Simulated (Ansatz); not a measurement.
# Sc: further runs on the relaxed cell

An exercise on one series of results from a longer session: the logs are not shown, and one member is left open.

Computed with Ansatz 0.2.0 (DFT PBE and PBEsol (the runs whose input is shown use PBEsol), scalar-relativistic, plane waves, PAW).

1 further run of the same task is left out (set aside as unsound or not needed).

### The starting structure

It takes space group P6_3/mmc (No. 194, hexagonal). Conventional cell: a = 3.319 Å, b = 3.319 Å, c = 5.163 Å, α = 90.00°, β = 90.00°, γ = 120.00°. Around Sc (site symmetry -6m2) lie 12 Sc at 3.21 to 3.32 Å.

Coordinates:

```cif
data_structure
_symmetry_space_group_name_H-M 'P 1'
_symmetry_Int_Tables_number 1
_cell_length_a 3.3195
_cell_length_b 3.3195
_cell_length_c 5.1626
_cell_angle_alpha 90.000
_cell_angle_beta 90.000
_cell_angle_gamma 120.000
_cell_volume 49.27
loop_
_atom_site_label
_atom_site_type_symbol
_atom_site_fract_x
_atom_site_fract_y
_atom_site_fract_z
_atom_site_occupancy
Sc1 Sc 0.33333 0.66667 0.25000 1
Sc2 Sc 0.66667 0.33333 0.75000 1
```

It is the result of an earlier relaxation at this level (volume 24.63 Å³/atom; gap on the mesh: none (metal)).

The first run:

Contents of input.yaml:

```yaml
crystal:
  lattice:
    - [3.3194762619, 0.0, 0.0]
    - [-1.659738131, 2.8747507701, 0.0]
    - [0.0, 0.0, 5.1626480205]
  atoms:
    - { symbol: Sc, position: [0.3333333333, 0.6666666667, 0.25] }
    - { symbol: Sc, position: [0.6666666667, 0.3333333333, 0.75] }
basis:
  ecutwfc: 420
kpoints:
  mp_grid: { grid: [15, 15, 8] }
hamiltonian:
  xc: pbesol
scf:
  occupations: { method: gaussian, width: 0.1 }
output:
  forces: true
  stress: true
  eigenvalues: true
relax:
  adjacent_minimum: "off"
  f_tol: 0.005
  max_steps: 50
  cell: { stress_tol: 0.05 }
```

Launch:

```sh
$ ansatz run input.yaml --threads 1 --pin off --max-ram 2560MiB --backend cpu --events-out ev --progress --plain --runs-dir out
```

Among the steps run: Relaxing with PBEsol; Relaxing with PBE+D3(BJ); Relaxing with LDA; Relaxing with r2SCAN.

One of the session's tables, all rows but one given; the rest of the session is left out.

It belongs to the step «One structure, several functionals». 

```
functional  a (Å)  b (Å)  c (Å)  volume (Å³/atom)
       PBE  3.319  3.319  5.163             24.63
    PBEsol  3.277  3.277  5.083             23.63
PBE+D3(BJ)      ?      ?      ?                 ?
       LDA  3.229  3.229  4.987             22.52
    r2SCAN  3.330  3.330  5.188             24.91
```

**Question.** Estimate the row for PBE+D3(BJ).

**Answer.** a (Å): 3.268; b (Å): 3.268; c (Å): 5.072; volume (Å³/atom): 23.46. In the column «a (Å)» it lies between LDA (3.229) and PBEsol (3.277).
